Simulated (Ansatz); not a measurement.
# Li3ZrN: the cost of one run

Computed with Ansatz 0.2.0 (DFT PBE, scalar-relativistic, plane waves, PAW, unless a step's input says otherwise).

### 1 The system as given

The structure is orthorhombic, space group Amm2 (No. 38). The conventional cell has a = 4.344 Å, b = 3.565 Å, c = 18.915 Å, α = 90.00°, β = 90.00°, γ = 90.00°. Around Li (site symmetry mm2) lie 2 N at 2.05 Å and 1 Li at 2.08 Å. Around Li (site symmetry mm2) lie 2 N at 2.20 Å and 1 Li at 2.22 Å. Li (site symmetry mm2) is surrounded by 3 N at 2.01 to 2.25 Å and 3 Li at 2.13 to 2.22 Å. Around Li (site symmetry mm2) lie 2 Li at 2.38 Å and 1 N at 2.58 Å. Li (site symmetry mm2) is surrounded by 3 N at 2.08 to 2.10 Å and 3 Li at 2.08 to 2.13 Å. Li (site symmetry mm2) has 8 Li at 2.86 to 3.03 Å in its first shell of neighbours. Zr (site symmetry mm2) has 2 N at 2.18 Å in its first shell of neighbours. Only part of the 10 independent sites is listed.

Coordinates:

```cif
data_structure
_symmetry_space_group_name_H-M 'P 1'
_symmetry_Int_Tables_number 1
_cell_length_a 4.3441
_cell_length_b 9.6238
_cell_length_c 9.6238
_cell_angle_alpha 21.350
_cell_angle_beta 90.000
_cell_angle_gamma 90.000
_cell_volume 146.48
loop_
_atom_site_label
_atom_site_type_symbol
_atom_site_fract_x
_atom_site_fract_y
_atom_site_fract_z
_atom_site_occupancy
Li1 Li 0.00000 0.40525 0.40525 1
Li2 Li 0.00000 0.19440 0.19440 1
Li3 Li 0.00000 0.07711 0.07711 1
Li4 Li 0.00000 0.82205 0.82205 1
Li5 Li 0.00000 0.51547 0.51547 1
Li6 Li 0.50000 0.29344 0.29344 1
Zr1 Zr 0.50000 0.96769 0.96769 1
Zr2 Zr 0.50000 0.62056 0.62056 1
N1 N 0.00000 0.62658 0.62658 1
N2 N 0.00000 0.95840 0.95840 1
```

The cell was relaxed beforehand at this level, from a generated guess; it is a trial structure. At a tolerance of 0.05 Å it has space group Amm2 (No. 38); it has 14.65 Å³/atom, an uncorrected energy of -0.37 eV/atom over the elements.

### 2 Bands, states and charges

input.yaml

```yaml
crystal:
  lattice:
    - [4.3441468731, 0.0, 0.0]
    - [0.0, 1.7827214258, 9.4572556576]
    - [0.0, -1.7827214258, 9.4572556576]
  atoms:
    - { symbol: Li, position: [0.0, 0.4052512886, 0.4052512886] }
    - { symbol: Li, position: [0.0, 0.1943986933, 0.1943986933] }
    - { symbol: Li, position: [0.0, 0.077112425, 0.077112425] }
    - { symbol: Li, position: [0.0, 0.8220479106, 0.8220479106] }
    - { symbol: Li, position: [0.0, 0.5154684641, 0.5154684641] }
    - { symbol: Li, position: [0.5, 0.2934403296, 0.2934403296] }
    - { symbol: Zr, position: [0.5, 0.9676933294, 0.9676933294] }
    - { symbol: Zr, position: [0.5, 0.6205596572, 0.6205596572] }
    - { symbol: "N", position: [0.0, 0.6265754238, 0.6265754238] }
    - { symbol: "N", position: [0.0, 0.9584022974, 0.9584022974] }
basis:
  ecutwfc: 420
kpoints:
  mp_grid: { grid: [10, 10, 10] }
  band_path:
    path:
      - [[0.0, 0.0, 0.0], [0.0, -0.5, -0.5], [0.0, -0.25888335, -0.74111665]]
      - [[0.0, 0.25888335, -0.25888335], [0.0, 0.0, 0.0], [-0.5, 0.0, 0.0], [-0.5, 0.25888335, -0.25888335]]
      - [[-0.5, -0.25888335, -0.74111665], [-0.5, -0.5, -0.5], [0.0, -0.5, -0.5]]
      - [[0.0, 0.0, 0.0], [0.0, 0.0, -0.5], [-0.5, 0.0, -0.5], [-0.5, 0.0, 0.0], [-0.5, -0.5, -0.5]]
    npoints: 14
hamiltonian:
  xc: pbe
scf:
  occupations: { method: gaussian, width: 0.1 }
  n_extra_bands: 25
output:
  forces: true
  stress: true
  eigenvalues: true
  populations: true
  dos: { projected: true, de: 0.02, nscf_kmesh: { grid: [12, 12, 12] } }
  bader: true
  write_density: true
  write_potential: true
  elf: true
  volumetric_format: npy
```

Started as:

```console
$ ansatz run input.yaml --threads 1 --pin off --max-ram 2560MiB --backend cpu --events-out ev --progress --plain --runs-dir out
```

What time and memory should one allow on 1 thread of AMD EPYC 9R45 (Zen 5), shared host?

About 4.1 min, with a peak of 1.6 GiB.
